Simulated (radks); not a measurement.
**The Coulomb parameter U of the 5d shell of Ta**

One table from this session's results is given with a row withheld; the runs are named, their logs left out.

Method: scalar-relativistic Kohn-Sham, PBE, spin-unpolarised, spherical densities, finite nucleus. Code: radks (a radial shooting solver on a logarithmic mesh, Libxc functionals) version 1.

## What is computed

```
element            : tantalum (Z = 73)
charge             : 0
electrons          : 73
configuration      : [Xe] 4f14 5d4 6s1
nuclear rms radius : 5.3507 fm
```

The outer shells:

Ta
```
[Xe] core
4f [↑↓][↑↓][↑↓][↑↓][↑↓][↑↓][↑↓]
5d [↑ ][↑ ][↑ ][↑ ][  ]
6s [↑ ]
```

Set-up of the first run:

Settings of this run:

```text
Z 73
configuration [Xe] 4f14 5d4 6s1
relativity scalar-relativistic
functional pbe,pbe
spin unpolarised
nucleus finite rms 5.3507 fm
c 137.035999084
```

Steps of the session up to this table: Start: [Xe] 4f14 5d4 6s1.

One of the session's tables, all rows but one given; the rest of the session is left out.

From the orbitals of this run (lengths in bohr):

```
level     <r>  outermost maximum (interpolated)  90 % within  nodes
   4s  0.4588                             0.429        0.659      3
   4p  0.4877                             0.450        0.709      2
   4d  0.5230                             0.461        0.785      1
   5s       ?                                 ?            ?      ?
   5p   1.300                              1.13         1.91      3
   4f  0.6401                             0.441         1.07      0
   6s   3.398                              2.82         5.08      5
   5d   2.403                              1.61         4.02      2
```

Q: Estimate the row for 5s from the others.

As computed: <r>: 1.102; outermost maximum (interpolated): 0.989; 90 % within: 1.59; nodes: 4. In the column «<r>» it lies between 4f (0.6401) and 5p (1.300).
